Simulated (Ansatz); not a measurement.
**MgS: a single-point run**

Wanted: a converged single-point run for MgS, and a check of what comes out. The structure is shown as the input types it.

Program: Ansatz 0.2.0. Level of theory: density functional or hybrid calculation with the settings of its input, plane waves (as first typed). These are calculated values, not measurements.

3 further runs of the same task are left out: 2 for a known fault of the program, 1 that didn't finish.

## 1. The structure to begin with

It takes space group Fm-3m (No. 225, cubic). Conventional cell: a = 5.203 Å, b = 5.203 Å, c = 5.203 Å, α = 90.00°, β = 90.00°, γ = 90.00°. Around Mg (site symmetry m-3m) lie 6 S at 2.60 Å. Around S (site symmetry m-3m) lie 6 Mg at 2.60 Å.

Structure file:

```cif
data_structure
_symmetry_space_group_name_H-M 'P 1'
_symmetry_Int_Tables_number 1
_cell_length_a 3.6791
_cell_length_b 3.6791
_cell_length_c 3.6791
_cell_angle_alpha 60.000
_cell_angle_beta 60.000
_cell_angle_gamma 60.000
_cell_volume 35.21
loop_
_atom_site_label
_atom_site_type_symbol
_atom_site_fract_x
_atom_site_fract_y
_atom_site_fract_z
_atom_site_occupancy
Mg1 Mg 0.00000 0.00000 0.00000 1
S1 S 0.50000 0.50000 0.50000 1
```

## 2. The run

The input, input.yaml:

```yaml
crystal:
  lattice:
    - [0.0, 2.6015179373, 2.6015179373]
    - [2.6015179373, 0.0, 2.6015179373]
    - [2.6015179373, 2.6015179373, 0.0]
  atoms:
    - { symbol: Mg, position: [0.0, 0.0, 0.0] }
    - { symbol: S, position: [0.5, 0.5, 0.5] }
kpoints:
  mp_grid: { grid: [6, 6, 6] }
hamiltonian:
  xc: pbesol
scf:
  occupations: { method: fixed }
  n_extra_bands: 4
  max_iter: 53
output:
  forces: true
  stress: true
  eigenvalues: true
basis:
  ecutwfc: 120
```

Launch:

```console
ansatz run input.yaml --threads 4 --pin off --max-ram 3686MiB --backend cpu --events-out ev --progress --plain --runs-dir out
```

**Question.** How will this run end, and is anything wrong with its input?

This run ends as converged, with warnings (cutoff below recommended). It gives a pressure of -34 GPa, which is large.

Look at the input: basis.ecutwfc is 120. The cutoff lies far under what these potentials need. The potentials' recommended cutoff is 420 eV.

The test: delete basis.ecutwfc (the default then holds).
